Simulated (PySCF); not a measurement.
# Pt3 (Pt3): the cost of one run

Method: TPSS, Pt def2-SVP with ECP60; scalar-relativistic core potentials, no spin–orbit coupling; program: PySCF 2.14.0.

4 further runs of the same task are left out: 2 for a known fault of the program, 2 that didn't finish.

### 1 Starting geometry

3 atoms, charge 0, spin multiplicity 3.

Bond lengths: Pt1–Pt2 2.384 Å, Pt2–Pt3 2.384 Å. Angles: Pt1–Pt2–Pt3 180.0°.

Coordinates:

```csv
atom,x (Å),y (Å),z (Å)
Pt1,0.0000,0.0000,2.3842
Pt2,0.0000,0.0000,0.0000
Pt3,0.0000,0.0000,-2.3842
```

An earlier session relaxed this geometry at TPSS, Pt def2-SVP with ECP60 (triplet, point group D∞h).

Its energy there is -357.906784 Eh.

### 2 Multiplicity 1 at the relaxed geometry

File run.py (the lines that set the calculation):

```python
mol = gto.M(atom='''
Pt     0.00000     0.00000     2.38423
Pt     0.00000     0.00000     0.00000
Pt     0.00000     0.00000    -2.38423''',
    basis={'Pt': 'def2-SVP'},
    ecp={'Pt': 'def2-SVP'},
    charge=0, spin=0)
mf = dft.RKS(mol, xc='TPSS')
mf.grids.atom_grid = (50, 194)
mf = mf.density_fit()  # fitting sets: Pt def2-universal-JKFIT
mf.conv_tol = 1e-08; mf.max_cycle = 55
mf.kernel(dm0)  # dm0: free metal ions and neutral atoms
```

Run with:

```sh
$ OMP_NUM_THREADS=2 python run.py
```

**Question.** How long does this run take on 2 threads of Arm Neoverse V1, shared host?

About 78 s.
